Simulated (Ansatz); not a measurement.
Relaxation of a periodic cell of 20 atoms, H (contents 10 H2, density as packed 0.11 g/cm³ with natural masses), to a largest force component of 0.3 eV/Å in at most 15 steps.

Level of theory: Ansatz 0.2.0, DFT LDA, scalar-relativistic, plane waves, PAW. Settings: accuracy low, cutoff 420 eV, k mesh 1x1x1, fermi-dirac smearing 0.05 eV, no spin polarisation.

```xyz
20
Lattice="6.6943 0.0000 0.0000 0.0000 6.6943 0.0000 0.0000 0.0000 6.6943" Properties=species:S:1:pos:R:3:forces:R:3
H 6.689 3.783 5.220 0.24 -0.54 0.79
H 6.418 4.154 4.643 -0.52 0.51 -0.78
H 3.050 4.763 2.039 -0.16 1.01 0.64
H 3.414 4.178 1.779 0.85 -0.54 -0.11
H 1.251 3.654 1.210 -1.25 -0.53 -0.13
H 1.931 3.932 1.145 0.47 0.22 -0.25
H 6.117 0.735 3.638 -0.89 0.36 0.53
H 6.401 0.725 2.957 -0.27 0.42 -0.98
H 3.142 6.676 3.205 -0.19 0.06 1.08
H 3.252 6.687 2.476 0.26 0.10 -1.07
H 1.000 6.446 4.200 0.56 -0.34 0.97
H 0.944 6.397 3.467 0.45 -0.41 -0.53
H 4.007 2.760 1.106 0.46 -0.10 0.91
H 3.750 2.721 0.416 -0.36 -0.17 -1.06
H 4.409 6.279 4.864 -0.61 -0.02 -0.93
H 4.819 6.292 5.477 0.62 0.00 0.90
H 3.606 2.818 4.194 0.67 0.06 0.78
H 3.181 2.727 3.599 -0.56 -0.21 -0.91
H 1.932 4.524 5.186 -0.26 0.46 0.86
H 2.204 4.221 4.572 0.49 -0.33 -0.72
```

Q: Where does it end, and by what steps?

A: It converged. The threshold is loose, so the end isn't yet a minimum. Limits of this set-up: coarse k mesh, low accuracy level. After 2 steps the energy has fallen by 0.854 eV; H8 moved furthest, 0.38 Å.

| step | energy less start (eV) | largest force component (eV/Å) | accepted |
| --- | --- | --- | --- |
| 0 | 0.0000 | 1.252 | yes |
| 1 | -0.6189 | 0.312 | yes |
| 2 | -0.8537 | 0.124 | yes |

```xyz
20
Lattice="6.6943 0.0000 0.0000 0.0000 6.6943 0.0000 0.0000 0.0000 6.6943" Properties=species:S:1:pos:R:3
H 6.583 3.764 5.242
H 6.288 4.158 4.652
H 3.192 4.847 2.231
H 3.576 4.249 1.938
H 1.092 3.560 1.081
H 1.795 3.862 1.034
H 5.812 0.899 3.515
H 6.109 0.918 2.812
H 3.168 6.854 3.188
H 3.334 6.868 2.434
H 1.119 6.323 4.302
H 1.056 6.300 3.543
H 4.034 2.635 1.080
H 3.739 2.615 0.368
H 4.409 6.254 4.817
H 4.840 6.258 5.456
H 3.679 2.724 4.121
H 3.231 2.623 3.504
H 2.078 4.537 5.351
H 2.386 4.222 4.722
```

Whether the end is a true minimum wasn't checked by a vibrational analysis.

Run time: 1.5 s on 1 thread of Arm Neoverse V2, with other jobs on the host, peak memory 0.28 GiB.
